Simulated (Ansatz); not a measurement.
# AlGaH4SSi: small, medium and large basis sets

One table from this session's results is given with a row withheld; the runs are named, their logs left out.

Computed with Ansatz 0.2.0, Gaussian basis. Level: one geometry, several basis sets.

The runs, in order: PBE0-D4/def2-SVP; ωB97M-V/def2-SVP; PBE0-D4/def2-QZVPP; ωB97M-V/def2-QZVPP; the functionals' def2-TZVPP values are taken from earlier runs.

## The geometry

The geometry comes from an earlier relaxation with PBE0-D4 in a triple-zeta def2 set; it is a stationary point, not always the lowest conformer.

8 atoms, charge 0, spin multiplicity 1.

Atoms are counted from 1 here; the program's logs count them from 0.

Bond lengths: Al1–Si2 2.440 Å, Al1–S4 2.193 Å, Al1–H5 1.584 Å, Si2–Ga3 2.413 Å, Si2–H6 1.491 Å, Si2–H7 1.492 Å, Ga3–S4 2.250 Å, Ga3–H8 1.565 Å. Angles: Si2–Al1–S4 98.5°, Si2–Al1–H5 139.1°, S4–Al1–H5 122.4°, Al1–Si2–Ga3 77.4°, Al1–Si2–H6 121.0°, Al1–Si2–H7 117.3°, Ga3–Si2–H6 116.6°, Ga3–Si2–H7 113.3°, H6–Si2–H7 108.3°, Si2–Ga3–S4 97.8°, Si2–Ga3–H8 144.8°, S4–Ga3–H8 117.5°, Al1–S4–Ga3 86.1°.

As a file:

| atom | x (Å) | y (Å) | z (Å) |
| --- | --- | --- | --- |
| Al1 | -0.4836 | 1.0520 | -1.1889 |
| Si2 | 0.9232 | 0.4677 | 0.7170 |
| Ga3 | -0.4621 | -1.4921 | 0.4643 |
| S4 | -1.5905 | -0.8327 | -1.3668 |
| H5 | -0.7456 | 2.2833 | -2.1505 |
| H6 | 0.8109 | 1.2037 | 2.0083 |
| H7 | 2.3677 | 0.2091 | 0.4488 |
| H8 | -0.8199 | -2.8910 | 1.0678 |

The first run:

Input file in.yaml:

```yaml
crystal:
  periodic: [false, false, false]
  atoms:
    - {symbol: Al, position_ang: [-0.483649, 1.052050, -1.188941]}
    - {symbol: Si, position_ang: [0.923211, 0.467742, 0.716976]}
    - {symbol: Ga, position_ang: [-0.462068, -1.492119, 0.464280]}
    - {symbol: S, position_ang: [-1.590532, -0.832706, -1.366769]}
    - {symbol: H, position_ang: [-0.745649, 2.283294, -2.150450]}
    - {symbol: H, position_ang: [0.810868, 1.203683, 2.008303]}
    - {symbol: H, position_ang: [2.367680, 0.209088, 0.448765]}
    - {symbol: H, position_ang: [-0.819862, -2.891022, 1.067835]}
basis:
  gaussian: {orbitals: def2-SVP}
hamiltonian: {xc: pbe0, dispersion: d4}
output: {orbitals: {seedname: orbitals}}
```

The run is started by

```bash
ansatz run in.yaml --threads 2 --pin off --events-out ev --progress --plain --max-ram 4352MiB
```

Steps of the session up to this table: PBE0-D4 in def2-SVP; ωB97M-V in def2-SVP; PBE0-D4 in def2-QZVPP; ωB97M-V in def2-QZVPP.

One of the session's tables, all rows but one given; the rest of the session is left out.

It belongs to the step «Density functionals: the series». 

| functional | basis | HOMO (eV) | LUMO (eV) |
| --- | --- | --- | --- |
| PBE0-D4 | def2-SVP | -7.01 | -2.01 |
| PBE0-D4 | def2-TZVPP | -6.97 | -2.08 |
| PBE0-D4 | def2-QZVPP | ? | ? |
| ωB97M-V | def2-SVP | -8.87 | -0.19 |
| ωB97M-V | def2-TZVPP | -8.87 | -0.32 |
| ωB97M-V | def2-QZVPP | -8.88 | -0.39 |

**Question.** Estimate the row for PBE0-D4, def2-QZVPP.

As computed: HOMO (eV): -6.98; LUMO (eV): -2.10. In the column «HOMO (eV)» it lies between PBE0-D4, def2-SVP (-7.01) and PBE0-D4, def2-TZVPP (-6.97).
